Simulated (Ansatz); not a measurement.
# GaH₃NO radical: one species, many methods

The task here is to estimate one member of a computed series from the others.

The runs use Ansatz 0.2.0, Gaussian basis; functionals in def2-TZVPP, the program's frozen cores in correlated methods.

Plan: LDA (SPW92), PBE-D4, revPBE-D4, BLYP-D4, r2SCAN-D4, B97M-V, PBE0-D4, B3LYP-D4, r2SCANh-D4, r2SCAN0-D4, HSE06-D4, BHLYP-D4, CAM-B3LYP-D4, LC-ωPBE, ωB97X-V, ωB97M-V, B2PLYP, PBE-QIDH; CCSD(T)/def2-SVP; CCSD(T)/def2-TZVPP; CCSD(T)/def2-QZVPP; extrapolation to the limit; RPA on PBE.

## The relaxed structure

An earlier PBE0-D4 in a triple-zeta def2 set relaxation fixed the geometry.

SMILES `[NH2][Ga][OH]`, 6 atoms, charge 0, spin multiplicity 2.

Atoms are counted from 1 here; the program's logs count them from 0.

Bond lengths: N1–Ga2 1.856 Å, N1–H4 1.010 Å, N1–H5 1.013 Å, Ga2–O3 1.803 Å, O3–H6 0.962 Å. Angles: Ga2–N1–H4 117.4°, Ga2–N1–H5 116.5°, H4–N1–H5 109.3°, N1–Ga2–O3 117.5°, Ga2–O3–H6 112.9°.

Set-up of the first run:

The input, in.yaml:

```yaml
crystal:
  periodic: [false, false, false]
  atoms:
    - {symbol: N, position_ang: [0.818259, 0.748115, -0.272496]}
    - {symbol: Ga, position_ang: [0.079421, -0.917118, -0.624985]}
    - {symbol: O, position_ang: [-1.210985, -1.506716, 0.487077]}
    - {symbol: H, position_ang: [1.452630, 1.129652, -0.959579]}
    - {symbol: H, position_ang: [0.176846, 1.471749, 0.028267]}
    - {symbol: H, position_ang: [-1.274072, -0.989583, 1.295515]}
basis:
  gaussian: {orbitals: def2-TZVPP}
magnetization: {spin_polarized: true, initial_magnetization: 1}
hamiltonian: {xc: lda}
output: {orbitals: {seedname: orbitals}}
```

On the command line:

```console
$ ansatz run in.yaml --threads 2 --pin off --events-out ev --progress --plain --max-ram 32768MiB --backend cpu
```

Steps of the session up to this table: LDA; PBE-D4 (GGA); revPBE-D4 (GGA); BLYP-D4 (GGA); r2SCAN-D4 (meta-GGA); B97M-V (meta-GGA); B3LYP-D4 (hybrid); r2SCANh-D4 (hybrid); r2SCAN0-D4 (hybrid); HSE06-D4 (hybrid); BHLYP-D4 (hybrid); CAM-B3LYP-D4 (range-separated); LC-ωPBE (range-separated); ωB97X-V (range-separated); ωB97M-V (range-separated); B2PLYP (double hybrid); PBE-QIDH (double hybrid).

One table of the session follows, with a row left open; its other results are not shown here.

It belongs to the step «Frontier levels by functional». 

```
  functional  HOMO (eV)  LUMO (eV)  gap (eV)
 LDA (SPW92)      -5.08      -4.12      0.97
      PBE-D4      -4.99      -3.76      1.23
   revPBE-D4      -4.95      -3.61      1.34
     BLYP-D4      -4.83      -3.86      0.98
   r2SCAN-D4      -5.37      -3.35      2.01
      B97M-V      -5.11      -3.99      1.12
     PBE0-D4      -6.12      -2.79      3.33
    B3LYP-D4      -5.89      -3.28      2.61
  r2SCANh-D4      -5.78      -3.04      2.74
  r2SCAN0-D4      -6.40      -2.58      3.82
    HSE06-D4      -5.72      -3.17      2.55
    BHLYP-D4      -7.07      -2.09      4.99
CAM-B3LYP-D4          ?          ?         ?
     LC-ωPBE      -8.75      -0.44      8.32
     ωB97X-V      -8.26      -0.87      7.39
     ωB97M-V      -8.18      -1.09      7.09
```

**Question.** Estimate the row for CAM-B3LYP-D4.

As computed: HOMO (eV): -7.39; LUMO (eV): -2.01; gap (eV): 5.38. In the column «HOMO (eV)» it lies between ωB97M-V (-8.18) and BHLYP-D4 (-7.07).
